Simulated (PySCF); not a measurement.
# I10W2 (W2(I)10): the cost of one run

Computed with PySCF 2.14.0 and routines of our own; the level stands in each step. Atoms count from 0.

## (1) The starting structure

12 atoms, charge 0, multiplicity 3; geometry from: GFN2-xTB.

## (2) Open-shell or spin-flip excitations: unrestricted TDA PBE0/def2-SVP W:def2-TZVP

The job: settings as JSON, then the geometry in Å.

```
{"job": {"kind": "uabs", "xc": "PBE0", "basis": {"default": "def2-SVP", "W": "def2-TZVP"}, "nstates": 15, "tda": false, "pol": false}, "charge": 0, "multiplicity": 3}
W      0.751840    -2.308330     0.630130
I     -1.920610    -2.841270     0.760200
I      1.275340    -4.435920    -0.966410
I      3.258350    -1.265590     0.360710
I      1.254270    -3.336020     3.087700
I     -0.009510     0.482270     1.778200
W     -0.751420     2.308530    -0.630080
I     -3.257280     1.264510    -0.360470
I     -1.276850     4.435200     0.966580
I     -1.254340     3.336160    -3.087630
I      1.920610     2.842690    -0.760630
I      0.009600    -0.482240    -1.778300
```

With the program's defaults for keys left out, this is: unrestricted TDA PBE0/def2-SVP W:def2-TZVP, vertical, gas phase, core orbitals frozen in the response.

On the command line:

```bash
$ OMP_NUM_THREADS=4 python excited_run.py task.json out
```

This one command runs all jobs of the session in turn.

Q: Estimate the wall time and peak memory of this first job on 4 threads of Arm Neoverse N1, shared host.

About 36 min, with a peak of 2.9 GiB.
